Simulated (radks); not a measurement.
# Cs in [Kr] 4d10 5s2 5p5.5 6s1 5d0.5: an all-electron calculation

Aim: the levels, the sizes of the orbitals and the parts of the energy of neutral caesium.

The numbers are computed with radks (a radial shooting solver on a logarithmic mesh, Libxc functionals) version 1 (scalar-relativistic Kohn-Sham, SCAN, spin-unpolarised, spherical densities, finite nucleus), except any that are marked as measured or tabulated.

## Step 1: The system

| Property | Result |
| --- | --- |
| element | caesium (Z = 55) |
| charge | 0 |
| electrons | 55 |
| configuration | [Kr] 4d10 5s2 5p5.5 6s1 5d0.5 |
| nuclear rms radius | 4.8041 fm |

## Step 2: The run

The run's settings:

```text
Z 55
configuration [Kr] 4d10 5s2 5p5.5 6s1 5d0.5
relativity scalar-relativistic
functional scan,scan
spin unpolarised
nucleus finite rms 4.8041 fm
c 137.035999084
```

Q: Predict the outcome of this run.

**Answer**, as computed:

| quantity | value |
| --- | --- |
| total energy | -7787.8576 hartree |
| exchange-correlation share of it | 2.48 % |
| −T/E | 1.0536 |
| highest occupied level | 5d, -0.737 eV |
| most extended occupied level | 6s, <r> = 5.54 bohr |
| radius at density 0.001 e/bohr³ | 5.05 bohr |
| maxima of the radial density | 4 |

What this shows: 6 principal shells are occupied and 4 maxima appear in the radial density; where shells overlap, one shows as a shoulder or not at all. −T/E is 1.054: with relativity the kinetic term as defined here no longer equals −E. This is not the tabulated ground configuration, so its levels and sizes aren't those of the ground state, and no measured value stands beside it.
